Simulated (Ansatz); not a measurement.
# WO (triplet): wave-function methods side by side, def2-TZVPP

One table from this session's results is given with a row withheld; the runs are named, their logs left out.

Method: def2-TZVPP, core rule «outside noble gas», up to 5 orbitals frozen; program: Ansatz 0.2.0, Gaussian basis.

The runs, in order: UHF; ROHF; CCSD(T) on UHF.

2 further runs of the same task are left out: 2 set aside as unsound or not needed.

## The system

The geometry is a PBE0/def2-TZVP stationary point (not a proven minimum) of the parent state, kept for this charge and spin. No spin-orbit coupling is included. Elements past krypton take def2 core potentials.

2 atoms, charge 0, spin multiplicity 3.

Atoms are counted from 1 here; the program's logs count them from 0.

Bond lengths: W1–O2 1.645 Å.

The first run:

The input, in.yaml:

```yaml
crystal:
  periodic: [false, false, false]
  atoms:
    - {symbol: W, position_ang: [0.000000, 0.000000, 0.000000]}
    - {symbol: O, position_ang: [0.000000, 0.000000, 1.645402]}
basis:
  gaussian: {orbitals: def2-TZVPP}
magnetization: {spin_polarized: true, initial_magnetization: 2}
hamiltonian: {xc: hf}
output: {orbitals: {seedname: orbitals}}
```

Command:

```console
> ansatz run in.yaml --threads 1 --pin off --events-out ev --progress --plain --max-ram 2816MiB --backend cpu
```

Steps of the session up to this table: UHF; ROHF; CCSD(T) on UHF.

One table of the session follows, with a row left open; its other results are not shown here.

| method | from UCCSD(T) (kcal/mol) |
| --- | --- |
| ROHF | +275.59 |
| UHF | +264.47 |
| UMP2 | +14.54 |
| UCCSD | ? |
| UCCSD(T) | 0 |

Q: Estimate the row for UCCSD from the others.

The run gave: from UCCSD(T) (kcal/mol): +17.29. In the column «from UCCSD(T) (kcal/mol)» it lies between UMP2 (+14.54) and UHF (+264.47).
